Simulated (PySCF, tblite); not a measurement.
**C₄H₁₀ClPSi₂: geometry, infrared bands and NMR shifts**

Aim: predict the infrared bands and NMR shifts of C₄H₁₀ClPSi₂ (`P[Si@@H]1CC(Cl)=CC[SiH2]1`).

The runs use tblite 0.8.0 and PySCF 2.14.0, with density-fitted response routines of our own; the level of theory stands in each step. All values are computed, except where a source is named. Atoms count from 0, in the outputs and in this text.

## 1. Starting geometry

18 atoms, charge 0, multiplicity 1; geometry from: force field or distance geometry start.

Bonds of the start (Å): P0–Si1 2.20, Si1–C2 1.88, C2–C3 1.50, C3–Cl4 1.75, C3–C5 1.33, C5–C6 1.49, C6–Si7 1.87, Si7–Si1 2.25, P0–H8 1.46, P0–H9 1.43, Si1–H10 1.46, C2–H11 1.09, C2–H12 1.11, C5–H13 1.08, C6–H14 1.13, C6–H15 1.10, Si7–H16 1.45, Si7–H17 1.47.

## 2. Relaxing the molecule with GFN2-xTB

What the job is given:

```
{"job": {"kind": "relax", "xc": "GFN2-xTB", "basis": "xTB"}, "charge": 0, "multiplicity": 1}
P      3.084300     0.353500     0.203900
Si     1.133900     0.475100    -0.807700
C     -0.135500     1.422400     0.212600
C     -1.508500     1.249500    -0.362700
Cl    -2.401200     2.634200    -0.963700
C     -2.060400     0.043900    -0.398900
C     -1.398900    -1.195100     0.089200
Si     0.175300    -1.559800    -0.852900
H      3.143300    -0.909300     0.941700
H      4.155800     0.464300    -0.742700
H      1.199400     1.086300    -2.127500
H     -0.121900     1.123000     1.265700
H      0.085800     2.501700     0.117600
H     -3.047400    -0.054000    -0.816800
H     -1.141300    -1.039400     1.181900
H     -2.078600    -2.064700     0.051300
H     -0.051500    -2.005600    -2.214900
H      0.958600    -2.519700    -0.052600
```

Command:

```console
$ OMP_NUM_THREADS=1 python probes_run.py task.json out
```

This one command runs all jobs of the session in turn.

**Question.** This job is followed by: GFN2-xTB harmonic vibrations, gas phase; GIAO PBE0/pcSseg-1 NMR shielding, non-relativistic, gas phase. Predict these results of the whole session: strongest single infrared mode (GFN2-xTB); zero-point energy (GFN2-xTB); 13C shifts against TMS (PBE0/pcSseg-1); 1H shifts against TMS (PBE0/pcSseg-1, means over atoms taken as alike); 31P shifts against H3PO4 (PBE0/pcSseg-1); 29Si shifts against TMS (PBE0/pcSseg-1); 35Cl shifts against HCl (PBE0/pcSseg-1).

**Answer**, as computed:

| quantity | value |
| --- | --- |
| strongest single infrared mode (GFN2-xTB) | 2184 cm⁻¹, 353 km/mol |
| zero-point energy (GFN2-xTB) | 75.4 kcal/mol |
| 13C shifts against TMS (PBE0/pcSseg-1) | 143.0, 129.3, 25.2, 12.6 ppm |
| 1H shifts against TMS (PBE0/pcSseg-1, means over atoms taken as alike) | 6.00, 4.24, 3.89, 3.75, 2.35, 2.15, 1.72, 1.25, 1.05 ppm |
| 31P shifts against H3PO4 (PBE0/pcSseg-1) | -302.5 ppm |
| 29Si shifts against TMS (PBE0/pcSseg-1) | -53.5, -74.8 ppm |
| 35Cl shifts against HCl (PBE0/pcSseg-1) | 285 ppm |

What this shows: Relaxing lowered the energy by 0.959 eV in 88 steps; the close pair that moved most is Si1–Si7, from 2.250 to 2.336 Å. All 48 modes are real, so the xTB geometry is a minimum. The strongest single mode, at 2184 cm⁻¹, moves mainly H17. GFN2-xTB is a fitted tight-binding method: band positions and strengths are rough. Its intensities can rank the bands wrongly. The most deshielded hydrogen is H13 (hydrogen on an alkene CH), at 6.00 ppm: attached to an sp2 carbon and in the plane of the double bond. At PBE0/pcSseg-1: The largest span, 559 ppm, is at Cl4, where the paramagnetic term is -481 ppm.
